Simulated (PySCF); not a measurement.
# The bond of PbO, level by level

The task here is to estimate one member of a computed series from the others.

Method: Pb x2c-TZVPPall, O x2c-TZVPPall, spin-free X2C with a Gaussian nucleus; program: PySCF 2.14.0.

Set-up of the first run:

The job is set up so:

```yaml
atoms: Pb, O
charge: 0
basis: Pb x2c-TZVPPall, O x2c-TZVPPall
Hamiltonian: spin-free X2C with a Gaussian nucleus
basis_functions: 114
electrons_treated: 90
masses_in_u: 207.9766, 15.9949
levels: PBE0, PBE, r²SCAN, B2PLYP, B3LYP, M06-2X, r²SCAN0, LC-ωPBE, HF, MP2, SCS-MP2, CCSD, CCSD(T)
grid: 80 radial by 434 angular points
occupations: held fixed by the projection of orbital angular momentum
dissociation_limit: Pb + O, each in its ground configuration
starting_distance_in_angstrom: 1.995
values_of_2S_to_try: 0, 2, 4
```

Started as:

```console
OMP_NUM_THREADS=2 python dia.py task.json out
```

Among the steps run: The job; First curve: PBE0; Higher solutions at PBE0; PBE (GGA); r²SCAN; B2PLYP (double hybrid); B3LYP; M06-2X (hybrid meta-GGA); r²SCAN0 (hybrid meta-GGA); LC-ωPBE; RHF (mean field); Adding correlation.

One table of the session follows, with a row left open; its other results are not shown here.

It belongs to the step «The curves together». Energy (eV) from each level's lowest point:

| R (Å) | RHF | RHF-MP2 | RHF-SCS-MP2 | RHF-CCSD | RHF-CCSD(T) |
| --- | --- | --- | --- | --- | --- |
| 1.637 | 1.612 | 2.168 | 2.160 | n/a | n/a |
| 1.713 | 0.618 | 1.039 | 1.028 | 0.857 | 0.993 |
| 1.789 | 0.128 | 0.387 | 0.376 | 0.268 | 0.355 |
| 1.846 | 0.000 | 0.125 | 0.117 | 0.060 | 0.105 |
| 1.903 | ? | ? | ? | ? | ? |
| 1.960 | 0.163 | 0.000 | 0.000 | 0.053 | 0.003 |
| 2.036 | 0.476 | 0.121 | 0.128 | 0.252 | 0.129 |
| 2.131 | 1.002 | 0.435 | 0.447 | 0.637 | 0.412 |
| 2.245 | 1.727 | 1.046 | 1.048 | 1.204 | 0.842 |
| 2.398 | 2.676 | 2.505 | 2.405 | n/a | n/a |

Q: Estimate the row for R (Å) = 1.903 from the others.

Worked estimate for «RHF». A straight line through the neighbours (1.846, 0.000) and (1.960, 0.163) gives 0.000 + (0.163 − 0.000) × (1.903 − 1.846) / (1.960 − 1.846) = 0.082; a parabola fitted to 4 rows on both sides gives 0.027.

As computed: RHF: 0.024; RHF-MP2: 0.007; RHF-SCS-MP2: 0.002; RHF-CCSD: 0.000; RHF-CCSD(T): 0.000. In «RHF» the line misses by +0.058 and the parabola by +0.003.
